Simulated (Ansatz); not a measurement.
# GaCNCl2 (SMILES N#[C][Ga]([Cl])[Cl]) at r2SCAN/cc-pVDZ

What is the electronic atomisation energy of GaCNCl2 at r2SCAN/cc-pVDZ? 

The results are computed with Ansatz 0.2.0.

74 further runs of the same task are left out: 1 that didn't finish, 73 set aside as unsound or not needed. Runs told in other sessions of the task aren't counted.

## 1. The structure to begin with

The species is GaCNCl2 (5 atoms), meant as a singlet with charge 0. As SMILES, `N#[C][Ga]([Cl])[Cl]`. Geometry: relaxed at PBE0-D4/def2-TZVP.

Bond lengths: N1–C2 1.152 Å, C2–Ga3 1.918 Å, Ga3–Cl4 2.106 Å, Ga3–Cl5 2.106 Å. Angles: N1–C2–Ga3 180.0°, C2–Ga3–Cl4 119.8°, C2–Ga3–Cl5 119.8°, Cl4–Ga3–Cl5 120.5°.

## 2. The energy at r2SCAN/cc-pVDZ

The input, run.yaml:

```yaml
crystal:
  periodic: [false, false, false]
  atoms:
    - {symbol: N, position_ang: [0.909600, -1.318100, 1.914000]}
    - {symbol: C, position_ang: [0.493500, -0.715000, 1.025200]}
    - {symbol: Ga, position_ang: [-0.199400, 0.288700, -0.455700]}
    - {symbol: Cl, position_ang: [-1.735500, -0.526200, -1.643200]}
    - {symbol: Cl, position_ang: [0.581700, 2.197000, -0.881800]}
basis:
  gaussian:
    orbitals: cc-pVDZ
output:
  orbitals: {seedname: orbitals}
hamiltonian:
  xc: {name: r2SCAN}
accuracy: high
```

On the command line:

```sh
$ ansatz run run.yaml --threads 1 --pin off --max-ram 3480MiB --events-out events.jsonl --progress --plain --runs-dir runs
```

The log of the run:

```text
Warning: RAYON_NUM_THREADS=1 ignored (pool sized by the plan → 1); use --threads N
Functional definition: r2SCAN
  name "r2SCAN"
  parameter k0 = 0.174
  parameter k1 = 0.065
  parameter a1 = 4.9479
  exchange = r2scan_x(k0 = k0, k1 = k1, a1 = a1)
  correlation = r2scan_c
1994 factors; integrals over basis functions are off by at most 4.4e-9 eV
mean field evaluation 1: about -79944.3950 eV, gradient 4.2e1 eV
mean field evaluation 2: about -79918.1348 eV, gradient 1.1e2 eV
mean field evaluation 4: about -79948.5911 eV, gradient 1.2e1 eV
mean field evaluation 8: about -79948.8849 eV, gradient 2.1e-1 eV
mean field evaluation 16: about -79948.8851 eV, gradient 5.3e-6 eV
mean field -79948.88508708 eV, -2938.0673356494 hartree, gradient 2.0e-8 eV, S^2 0.000000; 0 other end points of the search recorded, 0 dependent functions left out
reference -79948.88508779 eV, -2938.0673356755 hartree; 39, 39 occupied and 52, 52 virtual orbitals, 1994 factors
Total energy: -79948.88508779 eV, -2938.0673356755 hartree
```

Wall time 15 s (1 thread of Intel Xeon Platinum 8375C at 2.90GHz (Ice Lake), shared host); peak memory 0.33 GiB.

## 3. The C atom, same level

The input, in.yaml:

```yaml
crystal:
  periodic: [false, false, false]
  atoms:
    - {symbol: C, position_ang: [0.000000, 0.000000, 0.000000]}
basis:
  gaussian:
    orbitals: cc-pVDZ
magnetization:
  spin_polarized: true
  initial_magnetization: 2
hamiltonian:
  xc: r2scan
accuracy: high
```

Run the same way, it converges to -37.82627 Eh (log not shown).

## 4. The Cl atom at the same level

The input, input.yaml:

```yaml
crystal:
  periodic: [false, false, false]
  atoms:
    - symbol: Cl
      position_ang: [0.000000, 0.000000, 0.000000]
basis:
  gaussian:
    orbitals: cc-pVDZ
magnetization:
  spin_polarized: true
  initial_magnetization: 1
hamiltonian:
  xc: r2scan
accuracy: high
```

Run the same way, it converges to -460.10908 Eh (log not shown).

## 5. The Ga atom at the same level

The input, job.yaml:

```yaml
crystal:
  periodic: [false, false, false]
  atoms:
    - symbol: Ga
      position_ang: [0.000000, 0.000000, 0.000000]
basis:
  gaussian:
    orbitals: cc-pVDZ
magnetization:
  spin_polarized: true
  initial_magnetization: 1
hamiltonian:
  xc: r2scan
accuracy: high
```

On the command line:

```sh
$ ansatz run job.yaml --threads 1 --pin off --max-ram 3480MiB --events-out events.jsonl --progress --plain --runs-dir runs
```

The log of the run:

```text
Warning: RAYON_NUM_THREADS=1 ignored (pool sized by the plan → 1); use --threads N
Functional definition: r2SCAN
  name "r2SCAN"
  parameter k0 = 0.174
  parameter k1 = 0.065
  parameter a1 = 4.9479
  exchange = r2scan_x(k0 = k0, k1 = k1, a1 = a1)
  correlation = r2scan_c
255 factors; integrals over basis functions are off by at most 4.4e-9 eV
mean field evaluation 1: about -52375.2404 eV, gradient 3.0e0 eV
mean field evaluation 2: about -52375.3058 eV, gradient 1.4e0 eV
mean field evaluation 4: about -52375.3144 eV, gradient 3.3e-2 eV
mean field evaluation 8: about -52375.3107 eV, gradient 6.0e-4 eV
mean field evaluation 16: about -52375.1966 eV, gradient 2.7e0 eV
mean field evaluation 32: about -52375.3107 eV, gradient 1.1e-4 eV
mean field -52375.31070369 eV, -1924.7571670999 hartree, gradient 1.0e-8 eV, S^2 0.755224; 3 other end points of the search recorded, 0 dependent functions left out
reference -52375.31070715 eV, -1924.7571672272 hartree; 16, 15 occupied and 11, 12 virtual orbitals, 255 factors
Total energy: -52375.31070715 eV, -1924.7571672272 hartree
```

Run time: 5.1 s. Hardware: 1 thread of Intel Xeon Platinum 8375C at 2.90GHz (Ice Lake), shared host; peak memory 0.17 GiB.

## 6. The N atom

The input, molecule.yaml:

```yaml
crystal:
  periodic: [false, false, false]
  atoms:
    - {symbol: N, position_ang: [0.000000, 0.000000, 0.000000]}
basis:
  gaussian:
    orbitals: cc-pVDZ
magnetization:
  spin_polarized: true
  initial_magnetization: 3
hamiltonian:
  xc: {name: r2SCAN}
accuracy: high
```

Run the same way, it converges to -54.56784 Eh (log not shown).

## 7. Summary of results

At r2SCAN/cc-pVDZ:

| quantity | value |
| --- | --- |
| molecule: total energy | -2938.06734 Eh |
| molecule: HOMO energy | -8.71 eV |
| molecule: LUMO energy | -3.16 eV |
| molecule: HOMO–LUMO gap | 5.56 eV |
| C atom: total energy | -37.82627 Eh |
| C atom: ⟨S²⟩ | 2.005 |
| Cl atom: total energy | -460.10908 Eh |
| Cl atom: ⟨S²⟩ | 0.753 |
| Ga atom: total energy | -1924.75717 Eh |
| Ga atom: ⟨S²⟩ | 0.755 |
| N atom: total energy | -54.56784 Eh |
| N atom: ⟨S²⟩ | 3.753 |
| electronic atomisation energy | 18.991 eV |

**Reading.** Taking the molecule apart into free atoms costs 18.99 eV (438 kcal/mol), before zero-point energy and without spin-orbit coupling.
